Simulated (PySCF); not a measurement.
**I(2+): excitation energies in x2c-TZVPPall**

Aim: the excitation energy of iodine from differences of total energies, at each level of theory, and how far each lands from the tabulated value where there is one.

The numbers are computed with PySCF 2.14.0 (unrestricted determinants in a Gaussian basis, no spin-orbit coupling in the energies), except any that are marked as measured or tabulated.

## (1) Starting point

* Element: iodine (Z = 53)
* Basis: x2c-TZVPPall (8s6p4d2f, 60 functions)
* Hamiltonian: the spin-free X2C one-electron Hamiltonian (Gaussian nucleus)
* State 1: I(2+): [Kr] 4d10 5s1 5p4, high-spin 4P determinant (an excited configuration)
* State 2: I(2+): [Kr] 4d10 5s1 5p4, 5s spin antiparallel (an excited configuration)
* Needed too, but not shown: I(2+) [Kr] 4d10 5s2 5p3 (4S)
* Methods: CCSD(T)
* Core shells frozen in the correlated runs: valence and next inner shell: [Ar] 3d10 (for I(2+))

Outer shells as boxes (Hund's rule):

I2+ [Kr] 4d10 5s1 5p4
```
[Kr] core
4d [↑↓][↑↓][↑↓][↑↓][↑↓]
5s [↑ ]
5p [↑↓][↑ ][↑ ]
```

One driver process ran all states and methods and kept the integrals in memory. Each run is shown as a PySCF script that sums up its settings (the driver passes frozen orbitals as a list and adds second-order terms of double hybrids); the logs are those of the runs themselves. The driver starts from symmetry-adapted Hartree-Fock orbitals, holds the occupation by maximum overlap and uses a logarithmic radial grid for functionals, so a plain start would take other cycles.

The integrals over 60 functions and the set-up took 1.2 s of CPU time.

## (2) I(2+) [Kr] 4d10 5s1 5p4, at CCSD(T) (valence and next inner shell)

Level: CCSD(T) (valence and next inner shell).

Input file input.py:

```python
from pyscf import gto, scf, dft, mp, cc
import basis_set_exchange as bse
mol = gto.M(atom="I 0 0 0", charge=2, spin=3, symmetry="D2h",
            basis=gto.basis.parse(bse.get_basis("x2c-TZVPPall", elements=["I"], fmt="nwchem")),
            nucmod="G")
mf = scf.UHF(mol).sfx2c1e()
mf.irrep_nelec = {'Ag': (9, 8), 'B1g': (2, 2), 'B2g': (2, 2), 'B3g': (2, 2), 'B1u': (4, 3), 'B2u': (4, 4), 'B3u': (4, 3)}
mf.kernel()
mycc = cc.CCSD(mf, frozen=14).run()
mycc.ccsd_t()
```

What it wrote:

```text
CC2 = 0
CCSD nocc = (np.int64(13), np.int64(10)), nmo = (46, 46)
frozen orbitals [[0, 1, 2, 3, 4, 5, 6, 7, 8, 9, 10, 11, 12, 13], [0, 1, 2, 3, 4, 5, 6, 7, 8, 9, 10, 11, 12, 13]]
max_cycle = 100
direct = 0
conv_tol = 1e-08
conv_tol_normt = 1e-06
diis_space = 8
diis_start_cycle = 0
Init t2, MP2 energy = -0.527104312458962
Init E_corr(UCCSD) = -0.527104312482558
cycle = 1  E_corr(UCCSD) = -0.492657782883506  dE = 0.0344465296  norm(t1,t2) = 0.0690038
cycle = 2  E_corr(UCCSD) = -0.5043045144056  dE = -0.0116467315  norm(t1,t2) = 0.039068
cycle = 3  E_corr(UCCSD) = -0.506488444904521  dE = -0.0021839305  norm(t1,t2) = 0.0244831
cycle = 4  E_corr(UCCSD) = -0.508919007817391  dE = -0.00243056291  norm(t1,t2) = 0.00672071
cycle = 5  E_corr(UCCSD) = -0.508644773729703  dE = 0.000274234088  norm(t1,t2) = 0.00145725
cycle = 6  E_corr(UCCSD) = -0.508693017462948  dE = -4.82437332e-05  norm(t1,t2) = 0.000543742
cycle = 7  E_corr(UCCSD) = -0.508700929994463  dE = -7.91253152e-06  norm(t1,t2) = 0.000285663
cycle = 8  E_corr(UCCSD) = -0.508686695087228  dE = 1.42349072e-05  norm(t1,t2) = 0.000115609
cycle = 9  E_corr(UCCSD) = -0.508692553830842  dE = -5.85874361e-06  norm(t1,t2) = 3.10505e-05
cycle = 10  E_corr(UCCSD) = -0.508691348301492  dE = 1.20552935e-06  norm(t1,t2) = 1.86523e-05
cycle = 11  E_corr(UCCSD) = -0.508692013910632  dE = -6.6560914e-07  norm(t1,t2) = 1.94341e-05
cycle = 12  E_corr(UCCSD) = -0.508691351766431  dE = 6.621442e-07  norm(t1,t2) = 2.25362e-06
cycle = 13  E_corr(UCCSD) = -0.508691522826227  dE = -1.71059796e-07  norm(t1,t2) = 7.36991e-07
cycle = 14  E_corr(UCCSD) = -0.508691473970447  dE = 4.88557801e-08  norm(t1,t2) = 3.13624e-07
cycle = 15  E_corr(UCCSD) = -0.508691471007895  dE = 2.96255165e-09  norm(t1,t2) = 7.55177e-08
UCCSD converged
E(UCCSD) = -7111.755709774687  E_corr = -0.5086914710078951
UCCSD(T) correction = -0.0132750554737461
```

CPU time 17 s on a shared host, the integrals not counted.

CCSD correlation -0.50869 hartree, triples -0.01328; total -7111.768985. T1 = 0.007, largest double amplitude 0.177.

A double-excitation amplitude exceeds 0.15, a sign of near-degeneracy.

## (3) I(2+) [Kr] 4d10 5s1 5p4, s spin flipped, at CCSD(T) (valence and next inner shell)

Level: CCSD(T) (valence and next inner shell).

Input file input.py:

```python
from pyscf import gto, scf, dft, mp, cc
import basis_set_exchange as bse
mol = gto.M(atom="I 0 0 0", charge=2, spin=1, symmetry="D2h",
            basis=gto.basis.parse(bse.get_basis("x2c-TZVPPall", elements=["I"], fmt="nwchem")),
            nucmod="G")
mf = scf.UHF(mol).sfx2c1e()
mf.irrep_nelec = {'Ag': (8, 9), 'B1g': (2, 2), 'B2g': (2, 2), 'B3g': (2, 2), 'B1u': (4, 3), 'B2u': (4, 4), 'B3u': (4, 3)}
mf.kernel()
mycc = cc.CCSD(mf, frozen=14).run()
mycc.ccsd_t()
```

What it wrote:

```text
CC2 = 0
CCSD nocc = (np.int64(12), np.int64(11)), nmo = (46, 46)
frozen orbitals [[0, 1, 2, 3, 4, 5, 6, 7, 8, 9, 10, 11, 12, 13], [0, 1, 2, 3, 4, 5, 6, 7, 8, 9, 10, 11, 12, 13]]
max_cycle = 100
direct = 0
conv_tol = 1e-08
conv_tol_normt = 1e-06
diis_space = 8
diis_start_cycle = 0
Init t2, MP2 energy = -0.618746525361671
Init E_corr(UCCSD) = -0.618746525379369
cycle = 1  E_corr(UCCSD) = -0.581015556652583  dE = 0.0377309687  norm(t1,t2) = 0.162464
cycle = 2  E_corr(UCCSD) = -0.612069894422159  dE = -0.0310543378  norm(t1,t2) = 0.141149
cycle = 3  E_corr(UCCSD) = -0.646264126212237  dE = -0.0341942318  norm(t1,t2) = 0.109404
cycle = 4  E_corr(UCCSD) = -0.657415119251989  dE = -0.011150993  norm(t1,t2) = 0.032418
cycle = 5  E_corr(UCCSD) = -0.651096714011139  dE = 0.00631840524  norm(t1,t2) = 0.0202074
cycle = 6  E_corr(UCCSD) = -0.663610206202338  dE = -0.0125134922  norm(t1,t2) = 0.0184102
cycle = 7  E_corr(UCCSD) = -0.658324747166204  dE = 0.00528545904  norm(t1,t2) = 0.0192537
cycle = 8  E_corr(UCCSD) = -0.657440213327854  dE = 0.000884533838  norm(t1,t2) = 0.00245746
cycle = 9  E_corr(UCCSD) = -0.657567081198285  dE = -0.00012686787  norm(t1,t2) = 0.000712842
cycle = 10  E_corr(UCCSD) = -0.657613890713517  dE = -4.68095152e-05  norm(t1,t2) = 0.000217446
cycle = 11  E_corr(UCCSD) = -0.657626510260775  dE = -1.26195473e-05  norm(t1,t2) = 7.4626e-05
cycle = 12  E_corr(UCCSD) = -0.657626223484277  dE = 2.86776499e-07  norm(t1,t2) = 2.25374e-05
cycle = 13  E_corr(UCCSD) = -0.657628887308233  dE = -2.66382396e-06  norm(t1,t2) = 4.0585e-05
cycle = 14  E_corr(UCCSD) = -0.657628087394772  dE = 7.99913461e-07  norm(t1,t2) = 1.63383e-05
cycle = 15  E_corr(UCCSD) = -0.657627465676834  dE = 6.21717937e-07  norm(t1,t2) = 2.72735e-06
cycle = 16  E_corr(UCCSD) = -0.657627402985611  dE = 6.26912234e-08  norm(t1,t2) = 4.07503e-06
cycle = 17  E_corr(UCCSD) = -0.657627593700738  dE = -1.90715127e-07  norm(t1,t2) = 1.65547e-06
cycle = 18  E_corr(UCCSD) = -0.657627575594708  dE = 1.81060301e-08  norm(t1,t2) = 1.11759e-06
cycle = 19  E_corr(UCCSD) = -0.657627512814671  dE = 6.27800373e-08  norm(t1,t2) = 1.44071e-06
cycle = 20  E_corr(UCCSD) = -0.657627578336187  dE = -6.55215162e-08  norm(t1,t2) = 3.34624e-07
cycle = 21  E_corr(UCCSD) = -0.657627576591683  dE = 1.74450399e-09  norm(t1,t2) = 3.83204e-07
UCCSD converged
E(UCCSD) = -7111.707412810604  E_corr = -0.6576275765916829
UCCSD(T) correction = -0.0793655555331175
```

CPU time 21 s on a shared host, the integrals not counted.

CCSD correlation -0.65763 hartree, triples -0.07937; total -7111.786778. T1 = 0.015, largest double amplitude 0.608.

With the s spin flipped the determinant is a mixture of two multiplicities, not a spectroscopic state. A double-excitation amplitude exceeds 0.15, a sign of near-degeneracy.

## (4) Differences of total energies

Excitation energy: I(2+) [Kr] 4d10 5s2 5p3 (4S) → I(2+) [Kr] 4d10 5s1 5p4 (4P).

```csv
method,value (eV),less CCSD(T) (valence and next inner shell) (eV)
UHF,11.143,+0.198
MP2 (valence and next inner shell),11.486,+0.541
SCS-MP2 (valence and next inner shell),11.398,+0.452
CCSD (valence and next inner shell),11.101,+0.155
CCSD(T) (valence and next inner shell),10.945,+0.000
```

The coupled-cluster amplitudes are large for I2+, so a single reference is strained.

Excitation energy: I(2+) [Kr] 4d10 5s2 5p3 (4S) → I(2+) [Kr] 4d10 5s1 5p4, s spin flipped.

```csv
method,value (eV)
UHF,16.510
MP2 (valence and next inner shell),14.360
SCS-MP2 (valence and next inner shell),14.159
```

The upper determinant mixes two multiplicities, so it lies between the two terms. The coupled-cluster amplitudes are large for I2+, so a single reference is strained.

The differences also use runs on I(2+) [Kr] 4d10 5s2 5p3 (4S), which are not shown here. The runs at UHF, MP2 (valence and next inner shell) are not shown; their differences are listed all the same.

## (5) Outcome

| quantity | value |
| --- | --- |
| excitation energy, I(2+) → [Kr] 4d10 5s1 5p4 | UHF 11.143, CCSD(T) (valence and next inner shell) 10.945 eV |
| excitation energy, I(2+) → [Kr] 4d10 5s1 5p4, s spin flipped | UHF 16.510, MP2 (valence and next inner shell) 14.360 eV |

Each level's miss (mean over 1 difference):

```csv
method,mean absolute miss against CCSD(T) (valence and next inner shell) (eV)
UHF,0.198
MP2 (valence and next inner shell),0.541
SCS-MP2 (valence and next inner shell),0.452
CCSD (valence and next inner shell),0.155
CCSD(T) (valence and next inner shell),0.000
```

In words: The coupled-cluster values of one difference were set aside by the checks on these runs and are not quoted; the lower level shown rests on the same reference and is no safer. For the first difference the methods span 0.541 eV, from CCSD(T) (valence and next inner shell) (10.945) to MP2 (valence and next inner shell) (11.486). No reference value is at hand in this session. All values hold for this basis alone; no basis-set limit was taken.
